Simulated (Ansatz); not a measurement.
# CH₈O₂Si₂: how energies converge with the basis set

An exercise on one series of results from a longer session: the logs are not shown, and one member is left open.

Computed with Ansatz 0.2.0, Gaussian basis. Level: one geometry, several basis sets.

Levels to be run: PBE0-D4/def2-SVP; ωB97M-V/def2-SVP; PBE0-D4/def2-QZVPP; ωB97M-V/def2-QZVPP; the functionals' def2-TZVPP values are taken from earlier runs.

## Structure used throughout

The geometry comes from an earlier relaxation with PBE0-D4 in a triple-zeta def2 set; it is a stationary point, not always the lowest conformer.

13 atoms, charge 0, spin multiplicity 1.

Atoms are counted from 1 here; the program's logs count them from 0.

Bond lengths: O1–C2 1.417 Å, O1–H6 0.961 Å, C2–Si3 1.893 Å, C2–H7 1.100 Å, C2–H8 1.100 Å, Si3–Si4 2.349 Å, Si3–H9 1.489 Å, Si3–H10 1.491 Å, Si4–O5 1.658 Å, Si4–H11 1.486 Å, Si4–H12 1.493 Å, O5–H13 0.958 Å. Angles: C2–O1–H6 108.7°, O1–C2–Si3 109.2°, O1–C2–H7 111.8°, O1–C2–H8 111.9°, Si3–C2–H7 108.5°, Si3–C2–H8 108.6°, H7–C2–H8 106.8°, C2–Si3–Si4 109.7°, C2–Si3–H9 110.2°, C2–Si3–H10 109.4°, Si4–Si3–H9 109.9°, Si4–Si3–H10 109.2°, H9–Si3–H10 108.4°, Si3–Si4–O5 111.8°, Si3–Si4–H11 111.1°, Si3–Si4–H12 109.4°, O5–Si4–H11 105.0°, O5–Si4–H12 111.2° and more.

Set-up of the first run:

in.yaml reads:

```yaml
crystal:
  periodic: [false, false, false]
  atoms:
    - {symbol: O, position_ang: [1.170847, -0.213321, 2.540454]}
    - {symbol: C, position_ang: [0.160002, -0.300626, 1.550619]}
    - {symbol: Si, position_ang: [0.942330, -0.078419, -0.158418]}
    - {symbol: Si, position_ang: [-0.732074, -0.112270, -1.805431]}
    - {symbol: O, position_ang: [-1.802978, 1.139502, -1.620309]}
    - {symbol: H, position_ang: [0.767719, -0.333422, 3.404025]}
    - {symbol: H, position_ang: [-0.353416, -1.272807, 1.574720]}
    - {symbol: H, position_ang: [-0.612595, 0.470215, 1.684987]}
    - {symbol: H, position_ang: [1.930287, -1.162376, -0.417332]}
    - {symbol: H, position_ang: [1.655390, 1.229949, -0.211522]}
    - {symbol: H, position_ang: [-1.558349, -1.342909, -1.703922]}
    - {symbol: H, position_ang: [-0.098864, -0.086347, -3.157213]}
    - {symbol: H, position_ang: [-1.447799, 2.028129, -1.665857]}
basis:
  gaussian: {orbitals: def2-SVP}
hamiltonian: {xc: pbe0, dispersion: d4}
output: {orbitals: {seedname: orbitals}}
```

Among the steps run: PBE0-D4 in def2-SVP; ωB97M-V in def2-SVP; PBE0-D4 in def2-QZVPP; ωB97M-V in def2-QZVPP.

One table of the session follows, with a row left open; its other results are not shown here.

It belongs to the step «Density functionals: the series». 

| functional | basis | HOMO (eV) | LUMO (eV) |
| --- | --- | --- | --- |
| PBE0-D4 | def2-SVP | -7.56 | 0.04 |
| PBE0-D4 | def2-TZVPP | -7.65 | -0.37 |
| PBE0-D4 | def2-QZVPP | ? | ? |
| ωB97M-V | def2-SVP | -9.62 | 1.88 |
| ωB97M-V | def2-TZVPP | -9.74 | 1.31 |
| ωB97M-V | def2-QZVPP | -9.77 | 1.00 |

Estimate the missing values for PBE0-D4, def2-QZVPP.

**Answer.** HOMO (eV): -7.68; LUMO (eV): -0.51. In the column «HOMO (eV)» it lies between ωB97M-V, def2-SVP (-9.62) and PBE0-D4, def2-TZVPP (-7.65).
